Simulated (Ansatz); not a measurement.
Predict the output of the script below (the Python package of Ansatz (0.2.0)).

`disp.py`:
```python
import ansatz as az
import numpy as np

VECTORS = np.array([
    [0.0, 2.72525, 2.72525],
    [2.72525, 0.0, 2.72525],
    [2.72525, 2.72525, 0.0],
])
SITES = [
    ("Ga", (0.0, 0.0, 0.0)),
    ("P", (0.25, 0.25, 0.25)),
]


def on_lattice(cell):
    crystal = az.Crystal(lattice=az.Lattice.of(cell))
    for symbol, position in SITES:
        crystal = crystal.atom(symbol, position)
    return crystal

atoms = [(site[0], site[1]) for site in SITES]
print("dispersion energy and pressure at linear scale factors", (0.97, 1.0, 1.03, 1.06))
for functional in (az.Functional.R2SCAN, az.Functional.REVPBE):
    for method in ("d3bj", "d4"):
        damping = az.dispersion_damping(method=method, xc=functional)
        line = []
        for scale in (0.97, 1.0, 1.03, 1.06):
            term = az.pairwise_dispersion(vectors=(VECTORS * scale).tolist(), atoms=atoms, damping=damping, periodic=(True, True, True))
            line.append(f"{term.energy_ev / len(atoms):.4f} eV/atom, {np.trace(term.stress_gpa) / 3:.2f} GPa")
        print(functional.value, method, "|", " | ".join(line))
print("charges of the D4 model in the last cell:", np.round(term.partial_charges_e, 3))
```

```console
$ python disp.py
dispersion energy and pressure at linear scale factors (0.97, 1.0, 1.03, 1.06)
disp.py:25: DeckWarning: the engine holds no damping parameters fitted to this dispersion correction and functional, so the run takes those fitted to r2scan beside the three-body term, which d3bj leaves out (hamiltonian.dispersion, under Limitations)
  damping = az.dispersion_damping(method=method, xc=functional)
r2scan d3bj | -0.1636 eV/atom, -1.42 GPa | -0.1493 eV/atom, -1.18 GPa | -0.1367 eV/atom, -0.99 GPa | -0.1254 eV/atom, -0.84 GPa
r2scan d4 | -0.1581 eV/atom, -1.22 GPa | -0.1458 eV/atom, -1.03 GPa | -0.1346 eV/atom, -0.88 GPa | -0.1245 eV/atom, -0.75 GPa
revpbe d3bj | -0.6757 eV/atom, -6.44 GPa | -0.6103 eV/atom, -5.45 GPa | -0.5516 eV/atom, -4.61 GPa | -0.4989 eV/atom, -3.90 GPa
revpbe d4 | -0.7772 eV/atom, -7.31 GPa | -0.7031 eV/atom, -6.17 GPa | -0.6368 eV/atom, -5.19 GPa | -0.5778 eV/atom, -4.35 GPa
charges of the D4 model in the last cell: [ 0.137 -0.137]
```
